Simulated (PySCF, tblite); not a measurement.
# C8H10NP: geometry, infrared bands and NMR shifts

What infrared bands and NMR shifts should C8H10NP (`Cc1nccc(C2CC2)p1`) show?

Programs: tblite 0.8.0 and PySCF 2.14.0, with density-fitted response routines of our own. Each step states its level of theory. These are calculated values for one molecule in the gas phase, unless marked as measured. Atoms count from 0, in the outputs and in this text.

### 1 Starting geometry

20 atoms, charge 0, multiplicity 1; geometry from: force field or distance geometry start.

Bonds of the start (Å): C0–C1 1.50, C1–N2 1.37, N2–C3 1.36, C3–C4 1.39, C4–C5 1.40, C5–C6 1.50, C6–C7 1.50, C7–C8 1.49, C5–P9 1.86, P9–C1 1.84, C8–C6 1.50, C0–H10 1.10, C0–H11 1.09, C0–H12 1.08, C3–H13 1.10, C4–H14 1.08, C6–H15 1.10, C7–H16 1.08, C7–H17 1.09, C8–H18 1.09, C8–H19 1.08.

### 2 Geometry optimisation with GFN2-xTB

Job settings and geometry (Å):

```
{"job": {"kind": "relax", "xc": "GFN2-xTB", "basis": "xTB"}, "charge": 0, "multiplicity": 1}
C      3.594500     0.943800    -0.192700
C      2.275700     0.241600    -0.017700
N      2.315200    -1.123000     0.012000
C      1.184100    -1.863800     0.133500
C     -0.135800    -1.444400     0.260500
C     -0.517300    -0.100600     0.282200
C     -1.937500     0.371500     0.390700
C     -3.009700    -0.237600    -0.470900
C     -2.563500     1.161000    -0.725900
P      0.775900     1.235800     0.386800
H      3.465000     1.829100    -0.827800
H      3.982800     1.251300     0.780700
H      4.311300     0.288600    -0.661700
H      1.390100    -2.943800     0.131700
H     -0.915400    -2.194300     0.305700
H     -2.254400     0.643600     1.413400
H     -2.746200    -0.985600    -1.210600
H     -3.996800    -0.397200    -0.035000
H     -3.239100     1.975100    -0.449200
H     -1.984100     1.359500    -1.617100
```

Launch:

```bash
$ OMP_NUM_THREADS=1 python probes_run.py task.json out
```

This one command runs all jobs of the session in turn.

**Question.** This job is followed by: GFN2-xTB harmonic vibrations, gas phase; GIAO PBE0/pcSseg-1 NMR shielding, non-relativistic, gas phase. Predict these results of the whole session: strongest single infrared mode (GFN2-xTB); zero-point energy (GFN2-xTB); 13C shifts against TMS (PBE0/pcSseg-1, means over atoms taken as alike); 1H shifts against TMS (PBE0/pcSseg-1, means over atoms taken as alike); 15N shifts against NH3 (PBE0/pcSseg-1); 31P shifts against H3PO4 (PBE0/pcSseg-1); surface potential, 1st and 99th percentile.

As calculated:

| quantity | value |
| --- | --- |
| strongest single infrared mode (GFN2-xTB) | 3050 cm⁻¹, 79 km/mol |
| zero-point energy (GFN2-xTB) | 99.2 kcal/mol |
| 13C shifts against TMS (PBE0/pcSseg-1, means over atoms taken as alike) | 205.0, 204.6, 151.0, 125.1, 34.1, 26.2, 23.7 ppm |
| 1H shifts against TMS (PBE0/pcSseg-1, means over atoms taken as alike) | 8.81, 7.34, 3.06, 1.96, 1.46, 1.10 ppm |
| 15N shifts against NH3 (PBE0/pcSseg-1) | 362.1 ppm |
| 31P shifts against H3PO4 (PBE0/pcSseg-1) | 187.1 ppm |
| surface potential, 1st and 99th percentile | -1.49 V and 0.99 V |

**Reading.** Over 139 steps the energy fell by 0.637 eV; of the close pairs, C5–P9 changed most, 1.863 to 1.754 Å. No mode is imaginary among the 54: a minimum at this level. The strongest single mode, at 3050 cm⁻¹, moves mainly H14. GFN2-xTB is a fitted tight-binding method: band positions and strengths are rough. Its intensities can rank the bands wrongly. At PBE0/pcSseg-1: The widest tensor belongs to N2: span 699 ppm, with a paramagnetic part of -427 ppm. NICS(1)zz of -23 ppm above the planar ring from C1 marks a diatropic (aromatic) ring current. At PBE0/pcSseg-1, counted by nearest atom on the grid, the HOMO lies on N2 48 %; P9 22 %, the LUMO on P9 33 %; C3, C5 about 17 % each.
